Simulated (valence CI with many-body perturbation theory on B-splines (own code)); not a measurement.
# Ba: the cost of one run

Method: configuration interaction of the valence electrons, many-body perturbation theory for a frozen closed Dirac-Fock core, no-pair Dirac Hamiltonian, B-spline basis. Code: an in-house CI+MBPT code version 3.

## (1) The system

```
element                                      : barium (Z = 56, A = 138)
charge                                       : +41
frozen core                                  : [Ne]
start configuration of the valence electrons : 3s2 3p3
nuclear rms radius                           : 4.8378 fm
```

## (2) The calculation

Settings, as recorded:

```ini
atom Ba  Z=56  mass_number=138  rms_radius_fm=4.8378
core [Ne]
valence 3s2 3p3
avg = 1
basis = M
breit = 1
cap = 40000
capref = 1200
cscale = 1
de = 0.0
dress = 0
eps = 2e-08
h = 0.27
hh = 1
l2 = 3
lcore = 6
maxit = 60
n2 = 5
natural = 1
nlev = 45
nno = [5, 5, 5, 4, 2, 1]
nroot = 26
nsp = [4, 4, 3, 2, 1, 0]
pt2 = 1
qed = 1
rpa = 1
s1 = 1
s2 = 1
s3 = 1
screen = 1
tol = 2e-05
```

The run is started by

```bash
$ python run_cv.py task.json out
```

task.json holds these settings.

**Question.** How long does this run take on 1 thread of Arm Neoverse V2, shared host, and how much memory does it need?

About 3.2 min, with a peak of 1.3 GiB.
